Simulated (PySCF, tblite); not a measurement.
**C5H3F2P: geometry, infrared bands and NMR shifts**

Aim: predict the infrared bands and NMR shifts of C5H3F2P (`Fc1cccc(F)p1`).

Computed with tblite 0.8.0 and PySCF 2.14.0, with density-fitted response routines of our own, on a single molecule in the gas phase. Atoms are numbered from 0 throughout.

### 1 The starting structure

11 atoms, charge 0, multiplicity 1; geometry from: force field or distance geometry start.

Bonds of the start (Å): F0–C1 1.33, C1–C2 1.38, C2–C3 1.40, C3–C4 1.41, C4–C5 1.39, C5–F6 1.35, C5–P7 1.82, P7–C1 1.84, C2–H8 1.09, C3–H9 1.08, C4–H10 1.09.

### 2 Geometry optimisation with GFN2-xTB

What the job is given:

```
{"job": {"kind": "relax", "xc": "GFN2-xTB", "basis": "xTB"}, "charge": 0, "multiplicity": 1}
F     -2.515000    -1.569500     0.196400
C     -1.318100    -0.987400     0.105100
C     -1.260100     0.391400     0.014400
C     -0.094700     1.163100    -0.092500
C      1.187800     0.585300    -0.077000
C      1.450200    -0.776300     0.004700
F      2.743400    -1.152200    -0.011000
P      0.172900    -2.062700     0.149500
H     -2.219400     0.918500     0.004900
H     -0.185900     2.238900    -0.156700
H      2.044400     1.253600    -0.163800
```

On the command line:

```
$ OMP_NUM_THREADS=1 python probes_run.py task.json out
```

One launch serves the whole session: the jobs run in the order shown.

**Question.** This job is followed by: GFN2-xTB harmonic vibrations, gas phase; GIAO PBE0/pcSseg-1 NMR shielding, non-relativistic, gas phase. What will the session give for the following? strongest single infrared mode (GFN2-xTB); zero-point energy (GFN2-xTB); 13C shifts against TMS (PBE0/pcSseg-1, means over atoms taken as alike); 1H shifts against TMS (PBE0/pcSseg-1, means over atoms taken as alike); 19F shifts against CFCl3 (PBE0/pcSseg-1, means over atoms taken as alike); 31P shifts against H3PO4 (PBE0/pcSseg-1).

As calculated:

| quantity | value |
| --- | --- |
| strongest single infrared mode (GFN2-xTB) | 1076 cm⁻¹, 235 km/mol |
| zero-point energy (GFN2-xTB) | 41.2 kcal/mol |
| 13C shifts against TMS (PBE0/pcSseg-1, means over atoms taken as alike) | 210.6, 138.7, 123.9 ppm |
| 1H shifts against TMS (PBE0/pcSseg-1, means over atoms taken as alike) | 7.83, 7.61 ppm |
| 19F shifts against CFCl3 (PBE0/pcSseg-1, means over atoms taken as alike) | -76.4 ppm |
| 31P shifts against H3PO4 (PBE0/pcSseg-1) | 132.1 ppm |

What this shows: The optimisation took 14 steps and gained 0.288 eV; among the close pairs (by a distance rule), C1–P7 changed most, from 1.839 to 1.743 Å. No mode is imaginary among the 27: a minimum at this level. The strongest single mode, at 1076 cm⁻¹, is carried by C1, C5, F0, F6. Unscaled tight-binding wavenumbers are off by several per cent, some by more. Its intensities can rank the bands wrongly. At PBE0/pcSseg-1: Shielding is most anisotropic at P7 (span 520 ppm, paramagnetic term -780 ppm). NICS(1)zz of -25 ppm above the planar ring from C1 marks a diatropic (aromatic) ring current.
